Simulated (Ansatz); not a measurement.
Runs of Ansatz 0.2.0 on GaF. Symmetry: F-43m, No. 216, cubic system. The conventional cell has a = 5.692 Å, b = 5.692 Å, c = 5.692 Å, α = 90.00°, β = 90.00°, γ = 90.00°. Around Ga (site symmetry -43m) lie 4 F at 2.46 Å. F (site symmetry -43m) is surrounded by 4 Ga at 2.46 Å. The cell was built by a generator and needn't be a form met in nature.

| potentials or basis | cutoff (eV) | V0 of scaled cells (Å³/atom) | B0 (GPa) |
| --- | --- | --- | --- |
| Ansatz PAW earlier set | 1300 | 23.06 | 26 |
| Ansatz NC | 1320 | (a) | 26 |
| PseudoDojo standard | 1143 | 23.03 | 26 |
| JTH PAW | 3600 | 23.06 | 26 |
| Ansatz PAW earlier set | 1050 | 23.06 | 26 |
| SPMS NC | 1007 | 23.04 | 26 |
| Ansatz PAW | 420 | 23.06 | 26 |
| PseudoDojo stringent | 1551 | 23.03 | 26 |

Alike in all rows: task equation of state; level PBE; no spin polarisation; cell as given; k mesh 8 × 8 × 8; smearing fermi-dirac 0.05 eV.

Problem. Fill in the values left out.

Solution. (a) 23.05.
